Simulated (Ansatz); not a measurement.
# C₂H₈BrGaGeOZn: basis-set convergence

Aim: see how fast density functionals converge with the basis set for C₂H₈BrGaGeOZn.

Program: Ansatz 0.2.0, Gaussian basis. Level of theory: one geometry, several basis sets. These are calculated values, not measurements.

Plan: PBE0-D4/def2-SVP; ωB97M-V/def2-SVP; PBE0-D4/def2-QZVPP; ωB97M-V/def2-QZVPP; the functionals' def2-TZVPP values are taken from earlier runs.

### Step 1. The relaxed structure

The geometry comes from an earlier relaxation with PBE0-D4 in a triple-zeta def2 set; it is a stationary point, not always the lowest conformer.

15 atoms, charge 0, spin multiplicity 1.

Atoms are counted from 1 here; the program's logs count them from 0.

Bond lengths: C1–Ge2 1.965 Å, C1–H8 1.091 Å, C1–H9 1.091 Å, C1–H10 1.091 Å, Ge2–Ga3 2.456 Å, Ge2–H11 1.547 Å, Ge2–H12 1.547 Å, Ga3–C4 1.994 Å, Ga3–Zn6 2.431 Å, C4–O5 1.419 Å, C4–H13 1.101 Å, C4–H14 1.101 Å, O5–H15 0.961 Å, Zn6–Br7 2.277 Å. Angles: Ge2–C1–H8 110.3°, Ge2–C1–H9 110.3°, Ge2–C1–H10 110.2°, H8–C1–H9 108.6°, H8–C1–H10 108.7°, H9–C1–H10 108.7°, C1–Ge2–Ga3 114.6°, C1–Ge2–H11 108.7°, C1–Ge2–H12 108.7°, Ga3–Ge2–H11 109.3°, Ga3–Ge2–H12 109.3°, H11–Ge2–H12 105.8°, Ge2–Ga3–C4 119.8°, Ge2–Ga3–Zn6 127.0°, C4–Ga3–Zn6 113.2°, Ga3–C4–O5 108.7°, Ga3–C4–H13 108.8°, Ga3–C4–H14 108.8° and more.

### Step 2. PBE0-D4 in def2-SVP

Contents of in.yaml:

```yaml
crystal:
  periodic: [false, false, false]
  atoms:
    - {symbol: C, position_ang: [0.460099, -2.413632, -1.360614]}
    - {symbol: Ge, position_ang: [1.555997, -1.020680, -0.511173]}
    - {symbol: Ga, position_ang: [0.275862, 0.823201, 0.486170]}
    - {symbol: C, position_ang: [-1.715524, 0.815358, 0.382875]}
    - {symbol: O, position_ang: [-2.208153, 1.979457, 1.028043]}
    - {symbol: Zn, position_ang: [1.167061, 2.764726, 1.645720]}
    - {symbol: Br, position_ang: [2.018684, 4.577333, 2.729057]}
    - {symbol: H, position_ang: [-0.139817, -1.985481, -2.164582]}
    - {symbol: H, position_ang: [-0.210910, -2.865953, -0.629413]}
    - {symbol: H, position_ang: [1.098420, -3.193255, -1.778278]}
    - {symbol: H, position_ang: [2.438107, -1.678580, 0.575679]}
    - {symbol: H, position_ang: [2.536455, -0.452040, -1.563647]}
    - {symbol: H, position_ang: [-2.016177, 0.772321, -0.675153]}
    - {symbol: H, position_ang: [-2.091759, -0.106360, 0.852580]}
    - {symbol: H, position_ang: [-3.168345, 1.983597, 0.982716]}
basis:
  gaussian: {orbitals: def2-SVP}
hamiltonian: {xc: pbe0, dispersion: d4}
output: {orbitals: {seedname: orbitals}}
```

Command:

```console
$ ansatz run in.yaml --threads 5 --pin off --events-out ev --progress --plain --max-ram 66560MiB --backend cpu
```

Further steps of the session: ωB97M-V in def2-SVP; PBE0-D4 in def2-QZVPP; ωB97M-V in def2-QZVPP.

Before running them: what should the planned runs give, taken together? Wanted: PBE0-D4: double and triple zeta above quadruple; ωB97M-V: double and triple zeta above quadruple.

**Answer**, as computed:

| quantity | value |
| --- | --- |
| PBE0-D4: double and triple zeta above quadruple | 39.56, 5.24 eV |
| ωB97M-V: double and triple zeta above quadruple | 39.51, 5.10 eV |

PBE0-D4 gains 34.32 eV from double to triple zeta, then 5.24 eV more. Total energies overstate the basis error of differences, where much of it tends to cancel.
